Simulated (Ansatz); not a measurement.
**CH4F2O2Sn: taking an electron away**

The task here is to estimate one member of a computed series from the others.

Program: Ansatz 0.2.0, Gaussian basis. Level of theory: unrestricted cation, the program's frozen cores in correlated methods. These are calculated values, not measurements.

The runs, in order: UKS PBE-D4/def2-TZVPP; UKS r2SCAN-D4/def2-TZVPP; UKS PBE0-D4/def2-TZVPP; UKS B3LYP-D4/def2-TZVPP; UKS wB97X-V/def2-TZVPP; UKS wB97M-V/def2-TZVPP; UKS B2PLYP/def2-TZVPP; UHF-CCSD(T)/def2-TZVPP; UHF-MP2/def2-QZVPP; extrapolation to the limit; then −ε(HOMO) from the neutral's earlier runs with LDA (SPW92), PBE-D4, revPBE-D4, BLYP-D4, r2SCAN-D4, B97M-V, PBE0-D4, B3LYP-D4, r2SCANh-D4, r2SCAN0-D4, HSE06-D4, BHLYP-D4, CAM-B3LYP-D4, LC-ωPBE, ωB97X-V, ωB97M-V.

**Structure used throughout**

The geometry comes from an earlier relaxation with PBE0-D4 in a triple-zeta def2 set; it is a stationary point, not always the lowest conformer. Sn takes the def2 core potential; no spin-orbit term is included.

SMILES `C[O][Sn]([OH])([F])[F]`, 10 atoms, charge 0, spin multiplicity 1.

Atoms are counted from 1 here; the program's logs count them from 0.

Bond lengths: C1–O2 1.420 Å, C1–H7 1.092 Å, C1–H8 1.095 Å, C1–H9 1.095 Å, O2–Sn3 1.920 Å, Sn3–O4 1.931 Å, Sn3–F5 1.902 Å, Sn3–F6 1.890 Å, O4–H10 0.962 Å. Angles: O2–C1–H7 106.8°, O2–C1–H8 111.8°, O2–C1–H9 112.2°, H7–C1–H8 108.4°, H7–C1–H9 108.4°, H8–C1–H9 109.0°, C1–O2–Sn3 120.8°, O2–Sn3–O4 112.3°, O2–Sn3–F5 112.5°, O2–Sn3–F6 106.9°, O4–Sn3–F5 107.7°, O4–Sn3–F6 111.8°, F5–Sn3–F6 105.5°, Sn3–O4–H10 112.9°.

The first run:

The input, in.yaml:

```yaml
crystal:
  periodic: [false, false, false]
  atoms:
    - {symbol: C, position_ang: [-0.221377, -1.747878, 0.213839]}
    - {symbol: O, position_ang: [-0.437262, -0.567080, 0.972632]}
    - {symbol: Sn, position_ang: [-0.145828, 1.165053, 0.197914]}
    - {symbol: O, position_ang: [1.600525, 1.320797, -0.610311]}
    - {symbol: F, position_ang: [-1.437463, 1.593098, -1.131453]}
    - {symbol: F, position_ang: [-0.398146, 2.433919, 1.575782]}
    - {symbol: H, position_ang: [-0.359752, -2.589842, 0.894606]}
    - {symbol: H, position_ang: [-0.942263, -1.842793, -0.604627]}
    - {symbol: H, position_ang: [0.792608, -1.797302, -0.195913]}
    - {symbol: H, position_ang: [1.632160, 1.980825, -1.309573]}
basis:
  gaussian: {orbitals: def2-TZVPP}
total_charge: 1
magnetization: {spin_polarized: true, initial_magnetization: 1}
hamiltonian: {xc: pbe, dispersion: d4}
```

Started as:

```console
$ ansatz run in.yaml --threads 2 --pin off --events-out ev --progress --plain --max-ram 32768MiB --backend cpu
```

Steps of the session up to this table: Cation, UKS PBE-D4/def2-TZVPP; Cation, UKS r2SCAN-D4/def2-TZVPP; Cation, UKS PBE0-D4/def2-TZVPP; Cation, UKS B3LYP-D4/def2-TZVPP; Cation, UKS wB97X-V/def2-TZVPP; Cation, UKS wB97M-V/def2-TZVPP; Cation, UKS B2PLYP (frozen core)/def2-TZVPP; Cation, UHF-CCSD(T)/def2-TZVPP; Cation, UHF-MP2/def2-QZVPP.

One of the session's tables, all rows but one given; the rest of the session is left out.

It belongs to the step «Ionisation energies side by side». For comparison, −ε(HOMO) of the neutral from earlier runs:

| functional | −ε(HOMO) (eV) |
| --- | --- |
| LDA (SPW92) | 7.36 |
| PBE-D4 | 7.19 |
| revPBE-D4 | 7.12 |
| BLYP-D4 | 7.12 |
| r2SCAN-D4 | 7.55 |
| B97M-V | 7.66 |
| PBE0-D4 | 8.85 |
| B3LYP-D4 | 8.61 |
| r2SCANh-D4 | ? |
| r2SCAN0-D4 | 9.11 |
| HSE06-D4 | 8.44 |
| BHLYP-D4 | 10.47 |
| CAM-B3LYP-D4 | 10.35 |
| LC-ωPBE | 11.68 |
| ωB97X-V | 11.35 |
| ωB97M-V | 11.28 |

**Question.** Estimate the row for r2SCANh-D4.

Worked estimate for «−ε(HOMO) (eV)». Against the share of exact exchange, r2SCAN-D4 (0, 7.55), r2SCAN0-D4 (0.25, 9.11) give a slope of 6.24 per unit share; at 0.1 the line stands at 8.17.

As computed: −ε(HOMO) (eV): 8.17. In «−ε(HOMO) (eV)» the line misses by 0.00.

Limits of these values: The cation may have settled in a state other than its lowest; no search over hole states beyond the program's own was made.
